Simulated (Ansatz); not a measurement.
**Hexafluoro-1,3-butadiene (C4F6): up Jacob's ladder to CCSD(T)**

An exercise on one series of results from a longer session: the logs are not shown, and one member is left open.

The runs use Ansatz 0.2.0, Gaussian basis; functionals in def2-TZVPP, the program's frozen cores in correlated methods.

Plan: LDA (SPW92), PBE-D4, revPBE-D4, BLYP-D4, r2SCAN-D4, B97M-V, PBE0-D4, B3LYP-D4, r2SCANh-D4, r2SCAN0-D4, HSE06-D4, BHLYP-D4, CAM-B3LYP-D4, LC-ωPBE, ωB97X-V, ωB97M-V, B2PLYP, PBE-QIDH; CCSD(T)/def2-SVP; CCSD(T)/def2-TZVPP; MP2/def2-QZVPP; extrapolation to the limit; RPA on PBE.

## Structure used throughout

All runs share one geometry, relaxed beforehand with PBE0-D4 in a triple-zeta def2 set.

10 atoms, charge 0, spin multiplicity 1.

Atoms are counted from 1 here; the program's logs count them from 0.

Bond lengths: F1–C2 1.305 Å, C2–F3 1.305 Å, C2–C4 1.330 Å, C4–F5 1.337 Å, C4–C6 1.449 Å, C6–F7 1.337 Å, C6–C8 1.330 Å, C8–F9 1.305 Å, C8–F10 1.305 Å. Angles: F1–C2–F3 112.3°, F1–C2–C4 123.7°, F3–C2–C4 124.0°, C2–C4–F5 118.1°, C2–C4–C6 125.0°, F5–C4–C6 116.8°, C4–C6–F7 116.8°, C4–C6–C8 125.0°, F7–C6–C8 118.1°, C6–C8–F9 124.0°, C6–C8–F10 123.7°, F9–C8–F10 112.3°.

Set-up of the first run:

The input, in.yaml:

```yaml
crystal:
  periodic: [false, false, false]
  atoms:
    - {symbol: F, position_ang: [-2.086740, 1.605239, 1.377435]}
    - {symbol: C, position_ang: [-1.123967, 0.738242, 1.224281]}
    - {symbol: F, position_ang: [-0.871277, 0.078664, 2.322103]}
    - {symbol: C, position_ang: [-0.465181, 0.561113, 0.082023]}
    - {symbol: F, position_ang: [-0.856639, 1.263923, -0.986288]}
    - {symbol: C, position_ang: [0.679211, -0.310026, -0.091812]}
    - {symbol: F, position_ang: [1.502124, -0.441653, 0.954091]}
    - {symbol: C, position_ang: [0.986776, -0.952045, -1.215796]}
    - {symbol: F, position_ang: [0.241567, -0.944362, -2.287636]}
    - {symbol: F, position_ang: [2.077324, -1.650095, -1.375399]}
basis:
  gaussian: {orbitals: def2-TZVPP}
hamiltonian: {xc: lda}
output: {orbitals: {seedname: orbitals}}
```

Started as:

```
> ansatz run in.yaml --threads 2 --pin off --events-out ev --progress --plain --max-ram 32768MiB --backend cuda --devices 0, --max-vram 18GiB
```

Among the steps run: LDA; PBE-D4 (GGA); revPBE-D4 (GGA); BLYP-D4 (GGA); r2SCAN-D4 (meta-GGA); B97M-V (meta-GGA); PBE0-D4 (hybrid); B3LYP-D4 (hybrid); r2SCANh-D4 (hybrid); r2SCAN0-D4 (hybrid); HSE06-D4 (hybrid); BHLYP-D4 (hybrid); CAM-B3LYP-D4 (range-separated); LC-ωPBE (range-separated); ωB97X-V (range-separated); ωB97M-V (range-separated); B2PLYP (double hybrid); PBE-QIDH (double hybrid).

One table of the session follows, with a row left open; its other results are not shown here.

It belongs to the step «Orbital energies across the functionals». 

```
  functional  HOMO (eV)  gap (eV)
 LDA (SPW92)      -6.09      3.93
      PBE-D4      -5.82      3.99
   revPBE-D4      -5.72      4.02
     BLYP-D4      -5.75      3.98
   r2SCAN-D4      -6.05      4.35
      B97M-V      -6.10      4.53
     PBE0-D4      -7.13      6.13
    B3LYP-D4          ?         ?
  r2SCANh-D4      -6.54      5.15
  r2SCAN0-D4      -7.28      6.37
    HSE06-D4      -6.73      5.36
    BHLYP-D4      -8.37      8.34
CAM-B3LYP-D4      -8.51      8.55
     LC-ωPBE      -9.74     10.96
     ωB97X-V      -9.36     10.59
     ωB97M-V      -9.27     10.45
```

**Question.** Estimate the row for B3LYP-D4.

Worked estimate for «HOMO (eV)». Against the share of exact exchange, BLYP-D4 (0, -5.75), BHLYP-D4 (0.5, -8.37) give a slope of -5.24 per unit share; at 0.2 the line stands at -6.80.

The run gave: HOMO (eV): -6.96; gap (eV): 5.69. In «HOMO (eV)» the line misses by +0.16.
